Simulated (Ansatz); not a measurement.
HfIn4SiO6:

```
Hf In Si O
1.0
     5.27743    0.00000    0.00000
    -2.63872    4.57039    0.00000
     0.00000    0.00000   10.55905
Hf In Si O
1 4 1 6
Cartesian
  0.0000 0.0000 0.0000
  0.0000 3.0469 3.2148
  0.0000 3.0469 7.3442
  2.6387 1.5234 8.3331
  2.6387 1.5234 2.2260
  0.0000 3.0469 0.0000
  0.6361 1.6984 9.5002
  1.4859 3.1703 1.0589
  0.8498 4.2720 9.5002
  -0.6360 1.6984 1.0589
  -1.4858 3.1703 9.5002
  -0.8498 4.2720 1.0589
```

The cell was built by a generator and needn't be a form met in nature.

| Property | Result |
| --- | --- |
| Program | Ansatz 0.2.0 |
| Task | relaxation of cell and atoms |
| Functional | revPBE |
| Potentials or basis | Ansatz PAW |
| Cutoff | 420 eV (not typed: the program's choice for these potentials) |
| k mesh | 4 × 4 × 2 |
| Occupations | fermi-dirac, width 0.05 eV |
| Spin | no spin polarisation |

At the start: volume 21.22 Å³/atom.

Problem. How do energy, volume and symmetry change on relaxing?

Solution. It ends after 22 steps and the volume is 24.30 Å³/atom (+14.5 %); space group P312 (No. 149, to 0.05 Å).

The path:
| step | energy change (eV) | largest force (eV/Å) | volume (Å³) |
| --- | --- | --- | --- |
| 1 | 0.0000 | 0.1369 | 254.68 |
| 2 | -0.0089 | 0.1644 | 262.78 |
| 3 | -0.0143 | 0.0462 | 264.06 |
| 4 | -0.0135 | 0.0214 | 265.16 |
| 5 | -0.0124 | 0.0155 | 265.92 |
| 6 | -0.0124 | 0.0069 | 265.95 |
| 7 | -0.0394 | 0.0056 | 265.95 |
| 8 | -0.0351 | 0.0078 | 270.62 |
| 9 | -0.0297 | 0.0045 | 273.78 |
| 10 | -0.0474 | 0.0040 | 273.78 |
| 11 | -0.0443 | 0.0097 | 276.57 |
| 12 | -0.0371 | 0.0108 | 280.67 |
| 13 | -0.0376 | 0.0077 | 280.46 |
| 14 | -0.0513 | 0.0069 | 280.46 |
| 15 | -0.0466 | 0.0182 | 283.82 |
| 16 | -0.0451 | 0.0052 | 284.69 |
| 17 | -0.0440 | 0.0011 | 285.32 |
| 18 | -0.0536 | 0.0007 | 285.32 |
| 19 | -0.0485 | 0.0072 | 288.70 |
| 20 | -0.0546 | 0.0074 | 288.70 |
| 21 | -0.0502 | 0.0066 | 291.55 |
| 22 | -0.0555 | 0.0065 | 291.55 |

Final structure:
```xyz
12
Lattice="5.3217 0.0000 0.0000 -2.6608 4.6087 0.0000 0.0000 0.0000 11.8872" Properties=species:S:1:pos:R:3 pbc="T T T"
Hf    0.0000    0.0000    0.0000
In    0.0000    3.0725    3.2325
In    0.0000    3.0725    8.6547
In    2.6608    1.5362    9.6546
In    2.6608    1.5362    2.2326
Si    0.0000    3.0725    0.0000
O     0.6321    1.7113   10.8227
O     1.4948    3.2057    1.0645
O     0.8628    4.3004   10.8227
O    -0.6321    1.7113    1.0645
O    -1.4948    3.2057   10.8227
O    -0.8628    4.3004    1.0645
```

Caveat: the plane-wave basis is chosen anew once the cell has moved, so the energies of steps on either side of that aren't comparable; the PAW data sets come from PBE, with cores solved anew for the run's functional, which leaves a small shift of forces and pressure.
